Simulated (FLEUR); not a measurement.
# Sn3Te (Pm-3m) in FLEUR: a series of runs

The runs below take Sn3Te through band structure, equation of state, with PBE.

All numbers are computed with FLEUR MaX-R8.1 (later development tree); they aren't measurements. Logs are shortened: lines on timing, memory, paths and dates and some standing lists are left out, and cuts for length are marked.

**1. Starting point**

Symmetry: Pm-3m, No. 221, cubic system. The conventional cell has a = 4.866 Å, b = 4.866 Å, c = 4.866 Å, α = 90.00°, β = 90.00°, γ = 90.00°. Around Te (site symmetry m-3m) lie 12 Sn at 3.44 Å. Sn (site symmetry 4/mmm) has 4 Te at 3.44 Å and 8 Sn at 3.44 Å as nearest neighbours.

The cell comes from a database or a generator and needn't be the stable form of this composition.

**2. Band structure, PBE**

File inp.xml:

```xml
<?xml version="1.0" encoding="UTF-8" standalone="no"?>
<fleurInput fleurInputVersion="0.39">
   <comment>
      Sn3Te                                                                                               
   </comment>
   <calculationSetup>
      <cutoffs Kmax="4.1" Gmax="12.7" GmaxXC="12.7" numbands="0"/>
      <scfLoop itmax="60" minDistance="0.00001" maxIterBroyd="15" imix="Anderson" alpha="0.05" precondParam="0.0" spinf="2.0" sdNocoIR="T"/>
      <coreElectrons ctail="T" frcor="F" kcrel="0" coretail_lmax="0"/>
      <xcFunctional name="pbe" relativisticCorrections="F"/>
      <magnetism jspins="1"/>
      <soc l_soc="F" theta="0.0" phi="0.0" spav="F"/>
      <expertModes spex="0" secvar="F"/>
      <geometryOptimization l_f="F" forcealpha="1.0" forcemix="BFGS" epsdisp="0.00001" epsforce="0.00001"/>
      <ldaU l_linMix="F" mixParam="0.05" spinf="1.0"/>
   </calculationSetup>
   <cell>
      <bzIntegration valenceElectrons="88.0" mode="hist" fermiSmearingEnergy="0.00183747">
         <kPointListSelection listName="default-1"/>
         <!-- k-points included here -->
         <xi:include xmlns:xi="http://www.w3.org/2001/XInclude" href="kpts.xml"> </xi:include>
      </bzIntegration>
      <!-- symmetry operations included here -->
      <xi:include xmlns:xi="http://www.w3.org/2001/XInclude" href="sym.xml"> </xi:include>
[... 37 lines left out ...]
         <lo type="SCLO" l="1" n="4" eDeriv="0"/>
         <lo type="SCLO" l="1" n="4" eDeriv="1"/>
         <lo type="SCLO" l="2" n="4" eDeriv="2"/>
         <lo type="SCLO" l="3" n="4" eDeriv="2"/>
      </species>
   </atomSpecies>
   <atomGroups>
      <atomGroup species="Tellurium (Te)">
         <relPos label="                   1">.0000000000 .0000000000 .0000000000</relPos>
         <force calculate="T" relaxXYZ="TTT"/>
      </atomGroup>
      <atomGroup species="Tin (Sn)">
         <relPos label="                   2">.0000000000 1.000/2.000 1.000/2.000</relPos>
         <relPos label="                   3">1.000/2.000 .0000000000 1.000/2.000</relPos>
         <relPos label="                   4">1.000/2.000 1.000/2.000 .0000000000</relPos>
         <force calculate="T" relaxXYZ="TTT"/>
      </atomGroup>
   </atomGroups>
   <output dos="F" band="F" slice="F">
      <checks vchk="F" cdinf="F"/>
      <bandDOS minEnergy="-.5*Htr" maxEnergy="0.5*Htr" sigma="0.015" storeEVData="T"/>
      <vacuumDOS vacdos="F" integ="F" star="F" nstars="0" locx1="0.0" locy1="0.0" locx2="0.0" locy2="0.0" nstm="0" tworkf="0.0"/>
      <unfoldingBand unfoldBand="F" supercellX="1" supercellY="1" supercellZ="1"/>
      <plotting iplot="0" polar="F">
         <plot TwoD="T" vec1="  1.0  0.0  0.0" vec2="  0.0  1.0  0.0" vec3="  0.0  0.0  1.0" zero="  0.0  0.0  0.0" file="plot"/>
      </plotting>
      <chargeDensitySlicing numkpt="0" minEigenval="0.0" maxEigenval="0.0" nnne="0" pallst="F"/>
      <specialOutput eonly="F"/>
      <moessbauerParams electricFieldGradient="T" isomerShift="T" coreHyperfine="T" valenceHyperfine="T"/>
      <magneticCircularDichroism mcd="F" energyLo="-10.0" energyUp="0.0"/>
   </output>
  <!-- We include the file relax.xml here to enable relaxations (see documentation) -->
  <xi:include xmlns:xi="http://www.w3.org/2001/XInclude" href="relax.xml"> <xi:fallback/> </xi:include>
</fleurInput>
```

File crystal.txt:

```
Sn3Te
&input cartesian=F /
4.8656220000  0.0000000000  0.0000000000
0.0000000000  4.8656220000  0.0000000000
0.0000000000  0.0000000000  4.8656220000
1.8897261246
1.0 1.0 1.0

4
52 0.0000000000  0.0000000000  0.0000000000
50 0.0000000000  0.5000000000  0.5000000000
50 0.5000000000  0.0000000000  0.5000000000
50 0.5000000000  0.5000000000  0.0000000000

&kpt div1=6 div2=6 div3=6 gamma=T /
```

File inp.xml (bands):

```
<?xml version="1.0" encoding="UTF-8" standalone="no"?>
<fleurInput fleurInputVersion="0.39">
   <comment>
      Sn3Te                                                                                               
   </comment>
   <calculationSetup>
      <cutoffs Kmax="4.1" Gmax="12.7" GmaxXC="12.7" numbands="0"/>
      <scfLoop itmax="60" minDistance="0.00001" maxIterBroyd="15" imix="Anderson" alpha="0.05" precondParam="0.0" spinf="2.0" sdNocoIR="T"/>
      <coreElectrons ctail="T" frcor="F" kcrel="0" coretail_lmax="0"/>
      <xcFunctional name="pbe" relativisticCorrections="F"/>
      <magnetism jspins="1"/>
      <soc l_soc="F" theta="0.0" phi="0.0" spav="F"/>
      <expertModes spex="0" secvar="F"/>
      <geometryOptimization l_f="F" forcealpha="1.0" forcemix="BFGS" epsdisp="0.00001" epsforce="0.00001"/>
      <ldaU l_linMix="F" mixParam="0.05" spinf="1.0"/>
   </calculationSetup>
   <cell>
      <bzIntegration valenceElectrons="88.0" mode="hist" fermiSmearingEnergy="0.00183747">
         <kPointListSelection listName="path-1"/>
         <!-- k-points included here -->
         <xi:include xmlns:xi="http://www.w3.org/2001/XInclude" href="kpts.xml"> </xi:include>
      </bzIntegration>
      <!-- symmetry operations included here -->
      <xi:include xmlns:xi="http://www.w3.org/2001/XInclude" href="sym.xml"> </xi:include>
      <bulkLattice scale="1.0">
         <bravaisMatrix>
[... 35 lines left out ...]
         <lo type="SCLO" l="1" n="4" eDeriv="0"/>
         <lo type="SCLO" l="1" n="4" eDeriv="1"/>
         <lo type="SCLO" l="2" n="4" eDeriv="2"/>
         <lo type="SCLO" l="3" n="4" eDeriv="2"/>
      </species>
   </atomSpecies>
   <atomGroups>
      <atomGroup species="Tellurium (Te)">
         <relPos label="                   1">.0000000000 .0000000000 .0000000000</relPos>
         <force calculate="T" relaxXYZ="TTT"/>
      </atomGroup>
      <atomGroup species="Tin (Sn)">
         <relPos label="                   2">.0000000000 1.000/2.000 1.000/2.000</relPos>
         <relPos label="                   3">1.000/2.000 .0000000000 1.000/2.000</relPos>
         <relPos label="                   4">1.000/2.000 1.000/2.000 .0000000000</relPos>
         <force calculate="T" relaxXYZ="TTT"/>
      </atomGroup>
   </atomGroups>
   <output dos="F" band="T" slice="F">
      <checks vchk="F" cdinf="F"/>
      <bandDOS minEnergy="-.5*Htr" maxEnergy="0.5*Htr" sigma="0.015" storeEVData="T"/>
      <vacuumDOS vacdos="F" integ="F" star="F" nstars="0" locx1="0.0" locy1="0.0" locx2="0.0" locy2="0.0" nstm="0" tworkf="0.0"/>
      <unfoldingBand unfoldBand="F" supercellX="1" supercellY="1" supercellZ="1"/>
      <plotting iplot="0" polar="F">
         <plot TwoD="T" vec1="  1.0  0.0  0.0" vec2="  0.0  1.0  0.0" vec3="  0.0  0.0  1.0" zero="  0.0  0.0  0.0" file="plot"/>
      </plotting>
      <chargeDensitySlicing numkpt="0" minEigenval="0.0" maxEigenval="0.0" nnne="0" pallst="F"/>
      <specialOutput eonly="F"/>
      <moessbauerParams electricFieldGradient="T" isomerShift="T" coreHyperfine="T" valenceHyperfine="T"/>
      <magneticCircularDichroism mcd="F" energyLo="-10.0" energyUp="0.0"/>
   </output>
  <!-- We include the file relax.xml here to enable relaxations (see documentation) -->
  <xi:include xmlns:xi="http://www.w3.org/2001/XInclude" href="relax.xml"> <xi:fallback/> </xi:include>
</fleurInput>
```

Potentials or basis: all-electron, FLAPW.

The run is started by

```sh
$ inpgen -f crystal.txt -profile fastHighL
$ # inp.xml edited to the form shown
$ fleur_MPI
$ fleur_MPI   # second run, on inp.xml (bands)
```

What it wrote:

```text
Welcome to FLEUR        (www.flapw.de)
      MaX-Release 8.1          (www.max-centre.eu)

 ========== k-point set info ==========
 Selected k-point list: default-1
 k-point list type: mesh
 6 x 6 x 6
 Number of k points: 20

 ------------Calculation Setup---------------------------
 Number of MPI-tasks      :            1
 Number of PE/node        :            1
 Number of OMP-threads    :            1
 Most efficient MPI parallelization for:
           1           2           4           5          10          20
 Additional eigenvalue parallelization possible
 Number of basis functions:         1090
 Approximate size of matrices (H+S) per k-point:         0.018 GB
 --------------------------------------------------------
 Iteration:     1   Distance:       4.26095776 me/bohr^3
 Iteration:     2   Distance:       3.98814927 me/bohr^3
 Iteration:     3   Distance:       1.40688098 me/bohr^3
 Iteration:     4   Distance:       0.49430848 me/bohr^3
 Iteration:     5   Distance:       0.45843650 me/bohr^3
 Iteration:     6   Distance:       0.08905780 me/bohr^3
 Iteration:     7   Distance:       0.03527039 me/bohr^3
 Iteration:     8   Distance:       0.02249360 me/bohr^3
 Iteration:     9   Distance:       0.00219956 me/bohr^3
 Iteration:    10   Distance:       0.00188323 me/bohr^3
 Iteration:    11   Distance:       0.00034556 me/bohr^3
 Iteration:    12   Distance:       0.00011776 me/bohr^3
 Iteration:    13   Distance:       0.00008525 me/bohr^3
 Iteration:    14   Distance:       0.00001024 me/bohr^3
 Iteration:    15   Distance:       0.00000096 me/bohr^3

 ********************************************************************
 Run finished successfully
 Stop message:
   all done
 ********************************************************************
```

output (bands):

```text
Welcome to FLEUR        (www.flapw.de)
      MaX-Release 8.1          (www.max-centre.eu)

 ========== k-point set info ==========
 Selected k-point list: path-1
 k-point list type: path
 Number of k points: 60

 ------------Calculation Setup---------------------------
 Number of MPI-tasks      :            1
 Number of PE/node        :            1
 Number of OMP-threads    :            1
 Most efficient MPI parallelization for:
           1           2           3           4           5           6          10          12          15          20          30          60
 Additional eigenvalue parallelization possible
 Number of basis functions:         1096
 Approximate size of matrices (H+S) per k-point:         0.018 GB
 --------------------------------------------------------
 Fermi energy correction for metals:
 Fermi energy in bands.* files may not be consistent with last density.
 Please correct it manually (e.g. in band.gnu file).

 Note: Band structure data (together with different weights) is also stored in the banddos.hdf file.
       A convenient way of extracting and plotting the data from that file is by making use of the

 ********************************************************************
 Run finished successfully
 Stop message:
   Charge density postprocessing done.
 ********************************************************************
```

out.xml (last iteration):

```text
<iteration numberForCurrentRun="   15" overallNumber="   15">
         <energyParameters units="Htr">
            <atomicEP atomType="1" spin="1" branch="5s" branchLowest="-5.60" branchHighest="0.32" value="-0.1504806221"/>
            <atomicEP atomType="1" spin="1" branch="5p" branchLowest="-3.76" branchHighest="0.95" value="0.1524021830"/>
            <atomicEP atomType="1" spin="1" branch="5d" branchLowest="-1.08" branchHighest="2.04" value="0.4029894716"/>
            <atomicEP atomType="1" spin="1" branch="4f" branchLowest="-9.99" branchHighest="1.54" value="0.5616219663"/>
            <loAtomicEP atomType="1" spin="1" branch="4p" branchLowest="-29.08" branchHighest="-3.76" value="-3.7758823989"/>
            <loAtomicEP atomType="1" spin="1" branch="4p" branchLowest="-29.08" branchHighest="-3.76" value="-3.7758823989"/>
            <loAtomicEP atomType="1" spin="1" branch="4d" branchLowest="-20.12" branchHighest="-1.08" value="-1.0908174477"/>
            <loAtomicEP atomType="1" spin="1" branch="4d" branchLowest="-20.12" branchHighest="-1.08" value="-1.0908174477"/>
            <loAtomicEP atomType="1" spin="1" branch="5s" branchLowest="-5.60" branchHighest="0.32" value="-0.1504806221"/>
            <loAtomicEP atomType="1" spin="1" branch="4f" branchLowest="-9.99" branchHighest="1.54" value="0.5616218051"/>
            <atomicEP atomType="2" spin="1" branch="5s" branchLowest="-4.49" branchHighest="0.66" value="0.0045673754"/>
            <atomicEP atomType="2" spin="1" branch="5p" branchLowest="-2.86" branchHighest="1.27" value="0.2296665520"/>
            <atomicEP atomType="2" spin="1" branch="4d" branchLowest="-16.95" branchHighest="-0.49" value="-0.5041773060"/>
            <atomicEP atomType="2" spin="1" branch="4f" branchLowest="-9.99" branchHighest="1.80" value="0.5873929052"/>
            <loAtomicEP atomType="2" spin="1" branch="4s" branchLowest="-30.61" branchHighest="-4.49" value="-4.4880626468"/>
            <loAtomicEP atomType="2" spin="1" branch="4p" branchLowest="-25.22" branchHighest="-2.86" value="-2.8712084816"/>
            <loAtomicEP atomType="2" spin="1" branch="4p" branchLowest="-25.22" branchHighest="-2.86" value="-2.8712084816"/>
            <loAtomicEP atomType="2" spin="1" branch="4d" branchLowest="-16.95" branchHighest="-0.49" value="-0.5169024012"/>
            <loAtomicEP atomType="2" spin="1" branch="4f" branchLowest="-9.99" branchHighest="1.80" value="0.5873945211"/>
         </energyParameters>
         <eigenvalues>
            <eigenvaluesAt spin="1" ikpt="1" k_x="0.00000000" k_y="0.00000000" k_z="0.00000000">
                      -4.4880645143       -4.4880608535       -4.4880608535       -3.7643281762       -3.7643281762
                      -3.7643281762       -2.8634031789       -2.8634031789       -2.8634031789       -2.8633981660
                      -2.8633981660       -2.8633981660       -2.8614567475       -2.8614567475       -2.8614567475
                      -1.0939481338       -1.0939481338       -1.0939330780       -1.0939330780       -1.0939330780
                      -0.5221216230       -0.5221216230       -0.5221216230       -0.5214569071       -0.5214569071
                      -0.5206195898       -0.5195614398       -0.5195614398       -0.5195614398       -0.5176706650
                      -0.5164558158       -0.5164558158       -0.5151379113       -0.5151379113       -0.5151379113
[... 103 lines left out ...]
               <shell n="3" l="2" isomerShift="0.00003"/>
            </coreIsomerShift>
            <coreIsomerShift atomType="2" isTotal="193625.69006">
               <shell n="1" l="0" isomerShift="169345.40687"/>
               <shell n="2" l="0" isomerShift="19846.82106"/>
               <shell n="2" l="1" isomerShift="477.90594"/>
               <shell n="3" l="0" isomerShift="3855.31869"/>
               <shell n="3" l="1" isomerShift="100.23748"/>
               <shell n="3" l="2" isomerShift="0.00002"/>
            </coreIsomerShift>
            <isomerShift atomType="1" nucleusRadius="0.0001189" averageDensity="232302.92448"/>
            <isomerShift atomType="2" nucleusRadius="0.0001161" averageDensity="194480.71581"/>
            <electricFieldGradient atomType="1" VXX="0.00000" VYY="0.00000" VZZ="0.00000" asymParam="0.00000">
            </electricFieldGradient>
            <electricFieldGradient atomType="2" VXX="0.62241" VYY="0.62241" VZZ="-1.24482" asymParam="0.00000">
            </electricFieldGradient>
         </moessbauerParams>
         <totalEnergy                                    value="   -25334.0913420076" units="Htr">
            <sumOfEigenvalues                            value="   -15313.4755328923">
               <coreElectrons value="-15187.5969860929"/>
               <valenceElectrons value="-125.8785467994"/>
            </sumOfEigenvalues>
            <densityCoulombPotentialIntegral value="-41139.0266569134"/>
            <densityEffectivePotentialIntegral value="-42016.2964137294"/>
            <chargeDenXCDenIntegral value="-672.1895504912"/>
            <FockExchangeEnergyValence value="0.0000000000"/>
            <FockExchangeEnergyCore value="0.0000000000"/>
            <atomTypeDependentContributions atomType="1">
               <electronNucleiInteractionDifferentMTs value="8240.1974700207"/>
               <MadelungTerm value="-25.8224658386"/>
            </atomTypeDependentContributions>
            <atomTypeDependentContributions atomType="2">
               <electronNucleiInteractionDifferentMTs value="22458.1312656093"/>
               <MadelungTerm value="-71.0581424283"/>
            </atomTypeDependentContributions>
            <tkbTimesEntropy value="0.0008756341"/>
            <freeEnergy value="-25334.0922176417"/>
            <extrapolationTo0K value="-25334.0917798247"/>
         </totalEnergy>
         <densityConvergence units="me/bohr^3">
            <chargeDensity spin="1" distance="0.0000009606"/>
         </densityConvergence>
      </iteration>
```

It took 4.2 min on 1 thread of Arm Neoverse V1, shared host; peak memory 0.11 GiB.

Results:

| Property | Result |
| --- | --- |
| Free energy | -689375.7685 eV |
| Band gap along the path | none (metal or under the smearing width) |
| Valence electrons inside the program's atomic spheres | Te 20.02; Sn 20.12 (radii Te 2.66, Sn 2.66 bohr) |

Levels at the corners of the path, in eV from the Fermi level:
```
point  band 41  band 42  band 43  band 44  band 45  band 46
    Γ    -4.20    -4.20     0.41     0.41     0.41     1.93
    X    -3.09    -1.73    -1.73    -1.51    -0.34     1.87
    M    -1.93    -1.93    -1.90    -0.70    -0.09    -0.09
    Γ    -4.20    -4.20     0.41     0.41     0.41     1.93
    R    -5.18    -5.18    -4.32     2.84     2.84     2.84
    X    -3.09    -1.73    -1.73    -1.51    -0.34     1.87
    M    -1.93    -1.93    -1.90    -0.70    -0.09    -0.09
    R    -5.18    -5.18    -4.32     2.84     2.84     2.84
```

Core levels (eV from the Fermi level):
| atom | levels |
| --- | --- |
| 1 Te | 1s1/2 -31603.3, 2s1/2 -4841.3, 2p1/2 -4535.5, 2p3/2 -4261.0, 3s1/2 -960.0, 3p1/2 -834.3, 3p3/2 -783.2, 4s1/2 -159.9, 3d3/2 -561.6, 3d5/2 -550.9 |
| 2 Sn | 1s1/2 -28991.5, 2s1/2 -4371.9, 2p1/2 -4083.4, 2p3/2 -3852.7, 3s1/2 -840.3, 3p1/2 -723.1, 3p3/2 -681.0, 3d3/2 -474.0, 3d5/2 -465.3 |
| 3 Sn | 1s1/2 -28991.5, 2s1/2 -4371.9, 2p1/2 -4083.4, 2p3/2 -3852.7, 3s1/2 -840.3, 3p1/2 -723.1, 3p3/2 -681.0, 3d3/2 -474.0, 3d5/2 -465.3 |
| 4 Sn | 1s1/2 -28991.5, 2s1/2 -4371.9, 2p1/2 -4083.4, 2p3/2 -3852.7, 3s1/2 -840.3, 3p1/2 -723.1, 3p3/2 -681.0, 3d3/2 -474.0, 3d5/2 -465.3 |

Caveat: spin-orbit coupling is left out, which moves the levels of the heavy elements.

(Continued in part 2 of 2.)
